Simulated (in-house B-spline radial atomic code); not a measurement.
# Ge²⁺: excited configurations

How much energy does it take to promote electrons of Ge²⁺ to other shells? Each configuration is solved by itself and compared with the reference.

Method: non-relativistic B97-1, spin-polarised, spherical density, exact exchange averaged over the configuration, point nucleus, basis-set limit. Code: in-house B-spline radial atomic code version 1.

## Step 1: Starting point

* element: germanium (Z = 32)
* charge: +2
* electrons: 30
* configuration: [Ar] 3d10 4s2
* Hamiltonian: non-relativistic
* nucleus: point

The outer shells:

[Ar] 3d10 4s2
```
[Ar] core
3d [↑↓][↑↓][↑↓][↑↓][↑↓]
4s [↑↓]
```

Where spins are not typed, each open shell is filled with up spins first.

Settings, as recorded:

```ini
Z = 32
electrons = 30.0
configuration = [Ar] 3d10 4s2
hamiltonian = nr
method = b97_1
spin_polarised = True
exact_exchange = averaged over the configuration
```

This reference run was done before. Its total energy is -2075.998181 hartree, and its levels are (the highest eight at most):

```csv
orbital,occupation,energy (eV),<r> (bohr)
3s down,1,-189.77,0.6345
3s up,1,-189.77,0.6345
3p down,3,-139.83,0.6516
3p up,3,-139.83,0.6516
3d down,5,-53.235,0.7248
3d up,5,-53.235,0.7248
4s down,1,-29.564,1.981
4s up,1,-29.564,1.981
```

## Step 2: Configuration [Ar] 3d9 4s2 4f1

The settings differ from step 1 so:

```diff
@@ -2,3 +2,3 @@
 electrons = 30.0
-configuration = [Ar] 3d10 4s2
+configuration = [Ar] 3d9 4s2 4f1
 hamiltonian = nr
```

Command:

```
python run_scf.py task.json out
```

The settings of every run stand in task.json; they run in order.

The program writes no log. Results of the run, from its result record (rounded, main fields):

```text
{
  "status": "converged",
  "iterations": 11,
  "energy [hartree]": {"total": -2074.04561487, "kinetic": 2072.64964229, "nuclear": -4922.36866434, "coulomb": 853.075828381, "exact_exchange": -15.8322661022, "xc": -61.5701550928},
  "orbitals [hartree, bohr; first row names the columns]": [
    ["name", "occ", "eps", "<r>"],
    ["1s up", 1.0, -400.22334, 0.047854],
    ["1s down", 1.0, -400.22306, 0.047854],
    ["2s up", 1.0, -51.337644, 0.21375],
    ["2s down", 1.0, -51.299539, 0.21365],
    ["2p up", 3.0, -45.827209, 0.18534],
    ["2p down", 3.0, -45.796775, 0.18522],
    ["3s up", 1.0, -7.7103406, 0.62874],
    ["3s down", 1.0, -7.6467165, 0.62952],
    ["3p up", 3.0, -5.8678643, 0.64271],
    ["3p down", 3.0, -5.7982636, 0.64401],
    ["3d up", 5.0, -2.6657948, 0.68875],
    ["3d down", 4.0, -2.6104794, 0.69305],
    ["4s up", 1.0, -1.4123788, 1.8168],
    ["4s down", 1.0, -1.4040309, 1.8258],
    ["4f up", 1.0, -0.24697543, 5.7057]
  ],
  "sum_r [bohr^k]": {"-1": 153.824, "1": 22.31748, "2": 53.32928},
  "energy_minus_base [hartree]": 1.95256653
}
```

Wall time 0.38 s (1 thread, shared host).

energy_minus_base is the energy less that of the reference run.

## Step 3: Run with [Ne] 3s2 3p5 3d10 4s2 5p1

The settings differ from step 2 so:

```diff
@@ -2,3 +2,3 @@
 electrons = 30.0
-configuration = [Ar] 3d9 4s2 4f1
+configuration = [Ne] 3s2 3p5 3d10 4s2 5p1
 hamiltonian = nr
```

Main fields:

```text
{
  "status": "converged",
  "iterations": 11,
  "energy [hartree]": {"total": -2070.99904207, "kinetic": 2069.60094757, "nuclear": -4916.38322062, "coulomb": 852.965542598, "exact_exchange": -15.7099441795, "xc": -61.472367436},
  "orbitals [hartree, bohr; first row names the columns]": [
    ["name", "occ", "eps", "<r>"],
    ["1s up", 1.0, -400.39651, 0.047851],
    ["1s down", 1.0, -400.36617, 0.047848],
    ["2s up", 1.0, -51.327337, 0.21366],
    ["2s down", 1.0, -51.301621, 0.2136],
    ["2p up", 3.0, -45.844517, 0.18518],
    ["2p down", 3.0, -45.804224, 0.18524],
    ["3s up", 1.0, -7.7036554, 0.6284],
    ["3s down", 1.0, -7.5920632, 0.62979],
    ["3p up", 3.0, -5.8616035, 0.64212],
    ["3p down", 2.0, -5.7857491, 0.64381],
    ["3d up", 5.0, -2.6473379, 0.68854],
    ["3d down", 5.0, -2.575789, 0.69355],
    ["4s up", 1.0, -1.3878713, 1.8153],
    ["4s down", 1.0, -1.3772411, 1.8231],
    ["5p up", 1.0, -0.39386537, 4.9564]
  ],
  "sum_r [bohr^k]": {"-1": 153.637, "1": 21.61161, "2": 44.44754},
  "energy_minus_base [hartree]": 4.99913933
}
```

Wall time 0.39 s (1 thread, shared host).

## Step 4: [Ar] 3d9 4s2 5s1

Settings, as recorded:

```ini
Z = 32
electrons = 30.0
configuration = [Ar] 3d9 4s2 5s1
hamiltonian = nr
method = b97_1
spin_polarised = True
exact_exchange = averaged over the configuration
```

Main fields:

```text
{
  "status": "converged",
  "iterations": 10,
  "energy [hartree]": {"total": -2074.29644759, "kinetic": 2072.89807834, "nuclear": -4924.92891714, "coulomb": 855.210441782, "exact_exchange": -15.8588685971, "xc": -61.6171819712},
  "orbitals [hartree, bohr; first row names the columns]": [
    ["name", "occ", "eps", "<r>"],
    ["1s up", 1.0, -400.14706, 0.047854],
    ["1s down", 1.0, -400.14583, 0.047854],
    ["2s up", 1.0, -51.264341, 0.21375],
    ["2s down", 1.0, -51.225308, 0.21365],
    ["2p up", 3.0, -45.753293, 0.18534],
    ["2p down", 3.0, -45.722247, 0.18522],
    ["3s up", 1.0, -7.6393419, 0.6288],
    ["3s down", 1.0, -7.5739983, 0.6296],
    ["3p up", 3.0, -5.7964142, 0.64293],
    ["3p down", 3.0, -5.7256861, 0.64414],
    ["3d up", 5.0, -2.59503, 0.68968],
    ["3d down", 4.0, -2.5384445, 0.69372],
    ["4s up", 1.0, -1.3576875, 1.8248],
    ["4s down", 1.0, -1.3447197, 1.8369],
    ["5s up", 1.0, -0.484405, 4.2827]
  ],
  "sum_r [bohr^k]": {"-1": 153.904, "1": 20.9221, "2": 37.548},
  "energy_minus_base [hartree]": 1.70173381
}
```

Wall time 0.31 s (1 thread, shared host).

## Step 5: [Ar] 3d10 4s1 5d1

The settings differ from step 4 so:

```diff
@@ -2,3 +2,3 @@
 electrons = 30.0
-configuration = [Ar] 3d9 4s2 5s1
+configuration = [Ar] 3d10 4s1 5d1
 hamiltonian = nr
```

Main fields:

```text
{
  "status": "converged",
  "iterations": 10,
  "energy [hartree]": {"total": -2075.05154021, "kinetic": 2073.64808365, "nuclear": -4935.06184456, "coulomb": 864.500088865, "exact_exchange": -16.097378678, "xc": -62.0404894891},
  "orbitals [hartree, bohr; first row names the columns]": [
    ["name", "occ", "eps", "<r>"],
    ["1s up", 1.0, -399.79717, 0.047852],
    ["1s down", 1.0, -399.79309, 0.047853],
    ["2s up", 1.0, -50.847509, 0.21371],
    ["2s down", 1.0, -50.842862, 0.21372],
    ["2p up", 3.0, -45.344814, 0.18528],
    ["2p down", 3.0, -45.341685, 0.18528],
    ["3s up", 1.0, -7.3054714, 0.63436],
    ["3s down", 1.0, -7.2964295, 0.63453],
    ["3p up", 3.0, -5.4698707, 0.65134],
    ["3p down", 3.0, -5.4637948, 0.65081],
    ["3d up", 5.0, -2.2848282, 0.72086],
    ["3d down", 5.0, -2.277402, 0.7185],
    ["4s up", 1.0, -1.3407495, 1.888],
    ["5d up", 1.0, -0.25849485, 6.8759]
  ],
  "sum_r [bohr^k]": {"-1": 154.2207, "1": 22.77088, "2": 68.14033},
  "energy_minus_base [hartree]": 0.946641193
}
```

Run time: 0.39 s. Hardware: 1 thread, shared host.

Radial density 4πr²n(r) and radial functions P(r) = rR(r):

```csv
r (bohr),4πr²n,4s up,5d up
0.00472,4.654,0.0570,0.0000
0.00740,9.638,0.0816,0.0000
0.0116,18.12,0.1105,0.0001
0.0182,29.37,0.1358,0.0003
0.0285,38.01,0.1383,0.0011
0.0446,36.84,0.0876,0.0034
0.0699,31.47,-0.0399,0.0104
0.110,39.48,-0.2008,0.0281
0.172,43.99,-0.2222,0.0631
0.269,26.30,0.0487,0.1121
0.422,26.22,0.3785,0.1426
0.661,24.78,0.2086,0.1022
1.04,8.314,-0.4452,-0.0321
1.62,1.772,-0.8291,-0.2152
2.55,0.4061,-0.5377,-0.2793
3.99,0.01557,-0.1233,0.0142
6.25,0.1973,-0.0069,0.4441
9.80,0.06794,-0.0001,0.2606
15.4,0.0006409,0.0000,0.0253
24.1,4.005e-08,0.0000,0.0002
```

On the record's full grid the radial density has clear maxima near r = 0.036, 0.14, 0.53, 6.2 bohr.

## Step 6: [Ne] 3s2 3p5 3d10 4s2 5s1

The settings differ from step 5 so:

```diff
@@ -2,3 +2,3 @@
 electrons = 30.0
-configuration = [Ar] 3d10 4s1 5d1
+configuration = [Ne] 3s2 3p5 3d10 4s2 5s1
 hamiltonian = nr
```

Main fields:

```text
{
  "status": "converged",
  "iterations": 11,
  "energy [hartree]": {"total": -2071.09867742, "kinetic": 2069.69922383, "nuclear": -4917.47862505, "coulomb": 853.90102869, "exact_exchange": -15.7337932707, "xc": -61.4865116288},
  "orbitals [hartree, bohr; first row names the columns]": [
    ["name", "occ", "eps", "<r>"],
    ["1s up", 1.0, -400.36545, 0.047851],
    ["1s down", 1.0, -400.33475, 0.047848],
    ["2s up", 1.0, -51.296574, 0.21366],
    ["2s down", 1.0, -51.270269, 0.2136],
    ["2p up", 3.0, -45.813321, 0.18518],
    ["2p down", 3.0, -45.773035, 0.18524],
    ["3s up", 1.0, -7.6731281, 0.62837],
    ["3s down", 1.0, -7.5605452, 0.6298],
    ["3p up", 3.0, -5.8303602, 0.64221],
    ["3p down", 2.0, -5.7543028, 0.64382],
    ["3d up", 5.0, -2.61635, 0.68868],
    ["3d down", 5.0, -2.544425, 0.69365],
    ["4s up", 1.0, -1.3607328, 1.8215],
    ["4s down", 1.0, -1.3496833, 1.8319],
    ["5s up", 1.0, -0.4849319, 4.2782]
  ],
  "sum_r [bohr^k]": {"-1": 153.6712, "1": 20.94991, "2": 37.5683},
  "energy_minus_base [hartree]": 4.89950397
}
```

It took 0.38 s on 1 thread, shared host.

## Step 7: Configuration [Ne] 3s2 3p5 3d10 4s2 5f1

Settings, as recorded:

```ini
Z = 32
electrons = 30.0
configuration = [Ne] 3s2 3p5 3d10 4s2 5f1
hamiltonian = nr
method = b97_1
spin_polarised = True
exact_exchange = averaged over the configuration
```

Main fields:

```text
{
  "status": "converged",
  "iterations": 11,
  "energy [hartree]": {"total": -2070.75119261, "kinetic": 2069.35509702, "nuclear": -4912.84176212, "coulomb": 849.862670969, "exact_exchange": -15.7071310377, "xc": -61.4200674465},
  "orbitals [hartree, bohr; first row names the columns]": [
    ["name", "occ", "eps", "<r>"],
    ["1s up", 1.0, -400.50657, 0.04785],
    ["1s down", 1.0, -400.47681, 0.047848],
    ["2s up", 1.0, -51.434572, 0.21366],
    ["2s down", 1.0, -51.409243, 0.2136],
    ["2p up", 3.0, -45.951954, 0.18518],
    ["2p down", 3.0, -45.912313, 0.18523],
    ["3s up", 1.0, -7.8088649, 0.62832],
    ["3s down", 1.0, -7.6980506, 0.62972],
    ["3p up", 3.0, -5.9665599, 0.64199],
    ["3p down", 2.0, -5.8916783, 0.64369],
    ["3d up", 5.0, -2.7518715, 0.68779],
    ["3d down", 5.0, -2.6812483, 0.69299],
    ["4s up", 1.0, -1.4809679, 1.815],
    ["4s down", 1.0, -1.473878, 1.8217],
    ["5f up", 1.0, -0.16853471, 9.7211]
  ],
  "sum_r [bohr^k]": {"-1": 153.5263, "1": 26.36729, "2": 125.3344},
  "energy_minus_base [hartree]": 5.24698878
}
```

Run time: 0.42 s. Hardware: 1 thread, shared host.

## Step 8: All configurations in order

| net move | configuration | 2|M_S|+1 | energy above the reference (eV) | largest <r> (bohr) |
| --- | --- | --- | --- | --- |
| 4s → 5d | [Ar] 3d10 4s1 5d1 | 3 | 25.759 | 6.88 |
| 3d → 5s | [Ar] 3d9 4s2 5s1 | 3 | 46.307 | 4.28 |
| 3d → 4f | [Ar] 3d9 4s2 4f1 | 3 | 53.132 | 5.71 |
| 3p → 5s | [Ne] 3s2 3p5 3d10 4s2 5s1 | 3 | 133.32 | 4.28 |
| 3p → 5p | [Ne] 3s2 3p5 3d10 4s2 5p1 | 3 | 136.03 | 4.96 |
| 3p → 5f | [Ne] 3s2 3p5 3d10 4s2 5f1 | 3 | 142.78 | 9.72 |

The energies run from 25.759 eV (4s → 5d) to 142.78 eV (3p → 5f). 4 of them lie more than 60 % above minus the reference's highest level (29.564 eV), in the range where a state can decay by emitting an electron. The reference has 2|M_S|+1 = 1; 6 of the configurations differ from it in spin. These are spherical averages at the typed spins, not spectroscopic levels.
